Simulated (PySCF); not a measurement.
# C₃H₁₁B₂N: spin-spin couplings

Aim: predict the spin-spin couplings of C₃H₁₁B₂N (`[BH3-][NH2+]CBC=C`).

Computed with PySCF 2.14.0, with density-fitted response routines of our own, on a single molecule in the gas phase. Atoms are numbered from 0 throughout.

### 1 The starting structure

17 atoms, charge 0, multiplicity 1; geometry from: GFN2-xTB.

Bonds of the start (Å): B0–N1 1.64, N1–C2 1.47, C2–B3 1.57, B3–C4 1.54, C4–C5 1.33, B0–H6 1.19, B0–H7 1.19, B0–H8 1.19, N1–H9 1.02, N1–H10 1.02, C2–H11 1.10, C2–H12 1.10, B3–H13 1.17, C4–H14 1.09, C5–H15 1.08, C5–H16 1.08.

### 2 Indirect couplings: B3LYP/pcJ-1

Job settings and geometry (Å):

```
{"job": {"kind": "j", "xc": "B3LYP", "basis": "pcJ-1"}, "charge": 0, "multiplicity": 1}
B     -2.936418    -0.204915    -0.281901
N     -1.552169    -0.246920     0.587882
C     -0.332402     0.033552    -0.187182
B      1.033404     0.007879     0.593580
C      2.337682     0.299295    -0.177994
C      3.552828     0.280530     0.374331
H     -3.018061     0.899618    -0.726882
H     -2.824480    -1.036845    -1.130471
H     -3.809240    -0.454234     0.494174
H     -1.653488     0.431682     1.336011
H     -1.494140    -1.168676     1.009347
H     -0.318678    -0.678145    -1.020344
H     -0.485226     1.003785    -0.672997
H      1.065593    -0.227614     1.742077
H      2.283005     0.531932    -1.236676
H      4.453431     0.484709    -0.184703
H      3.691360     0.056397     1.420225
```

Level: B3LYP/pcJ-1 indirect spin-spin coupling, non-relativistic, gas phase.

Command:

```console
$ OMP_NUM_THREADS=1 python probes_run.py task.json out
```

The driver reads the jobs from task.json and runs them one after another.

What will the session give for the following? largest coupling of the table (B3LYP/pcJ-1). Wanted: largest coupling of the table.

**Answer**, as computed:

| quantity | value |
| --- | --- |
| largest coupling of the table (B3LYP/pcJ-1) | 1J(C,H) C5–H16, 163.8 Hz |

What this shows: Of the pairs tabulated at B3LYP/pcJ-1, C5–H16 couples most strongly (163.8 Hz; Fermi contact 163.6 Hz). Couplings across rotatable bonds belong to this one conformer; where others are populated, the observed values are averages, and the simulated multiplets take (2 J gauche + J anti)/3 across rotating chain bonds.
